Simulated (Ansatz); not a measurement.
The system is NbSi.

```
Nb Si
1.0
     0.00000    2.57383    2.57383
     2.57383    0.00000    2.57383
     2.57383    2.57383    0.00000
Nb Si
1 1
Direct
  0.00000 0.00000 0.00000
  0.50000 0.50000 0.50000
```

The cell was built by a generator and needn't be a form met in nature.

```yaml
Program: Ansatz 0.2.0
Task: single point
Functional: PBE
Potentials_or_basis: Ansatz PAW
Cutoff: "420 eV (not typed: the program's choice for these potentials)"
k_mesh: 9 × 9 × 9
Occupations: fermi-dirac, width 0.05 eV
Spin: no spin polarisation
```

On this cell: pressure 0.0 GPa; largest force zero by symmetry; band gap on the k mesh none (metal or under the smearing width).

The same run follows on a disturbed copy (atoms moved at random, drawn with an rms of 0.05 Å):

```
CELL_PARAMETERS angstrom
0.00000 2.57383 2.57383
2.57383 0.00000 2.57383
2.57383 2.57383 0.00000
ATOMIC_POSITIONS crystal
Nb 0.99955 0.99825 0.99362
Si 0.50904 0.50053 0.49253
```

**Question.** What does the disturbed cell give?

**Answer.** The energy (extrapolated to zero smearing) moves by +3.6 meV/atom; pressure 0.1 GPa; largest force 0.388 eV/Å; band gap on the k mesh none (metal or under the smearing width).

Forces on the atoms (eV/Å):
```
Nb   0.032  0.225  0.315
Si  -0.032 -0.224 -0.315
```

Stress tensor (GPa, compression positive):
```
-0.03 -0.01 -0.01
-0.01  0.08 -0.07
-0.01 -0.07  0.19
```
